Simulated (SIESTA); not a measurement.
Runs of SIESTA 5.4.2 on W. The cell holds a slab with vacuum, 7 atoms: a = 3.195 Å, b = 3.195 Å, c = 24.584 Å, α = 90.00°, β = 90.00°, γ = 90.00°. The slab is cut from a database's or a generator's crystal, which needn't be the stable form of the element.

| potentials or basis | gap on the mesh (eV) | largest force (eV/Å) | work function (eV) |
| --- | --- | --- | --- |
| PseudoDojo 0.4 standard (PBE files), DZP (energy shift 0.003 Ry; two zetas on semicore shells) | none | 1.81 | 3.65 |
| PseudoDojo 0.4 standard (PBE files), TZP (energy shift 0.003 Ry; two zetas on semicore shells) | none | 1.85 | 3.60 |
| PseudoDojo 0.4 standard (PBE files), SZP (energy shift 0.003 Ry) | none | (a) | 3.55 |
| PseudoDojo 0.4 standard (PBE files), SZ (energy shift 0.003 Ry) | none | 2.19 | 0.22 |
| PseudoDojo 0.4 standard (PBE files), DZ (energy shift 0.003 Ry; two zetas on semicore shells) | none | 1.91 | 3.48 |
| PseudoDojo 0.4 standard (PBE files), DZDP (energy shift 0.003 Ry; two zetas on semicore shells) | none | (b) | 3.63 |
| PseudoDojo 0.4 standard (PBE files), TZDP (energy shift 0.003 Ry; two zetas on semicore shells) | none | 1.86 | 3.62 |

Alike in all rows: task single point; level PBE; no spin polarisation; cell as given; k mesh 6 × 6 × 1; smearing fermi-dirac 0.05 eV; grid cutoff 800 Ry; energy shift 0.003 Ry.

Estimate the missing entries.

(a) 1.87; (b) 1.79.

Caveats: the cell was measured hot, at 2171 K; the basis of atomic orbitals isn't converged, which shifts pressures, moduli and gaps; the basis has no polarisation orbitals (some runs).

A k mesh can miss the band edges, and the runs leave out spin-orbit coupling on W.

A gap of «none» marks a metal or a gap under the smearing width.
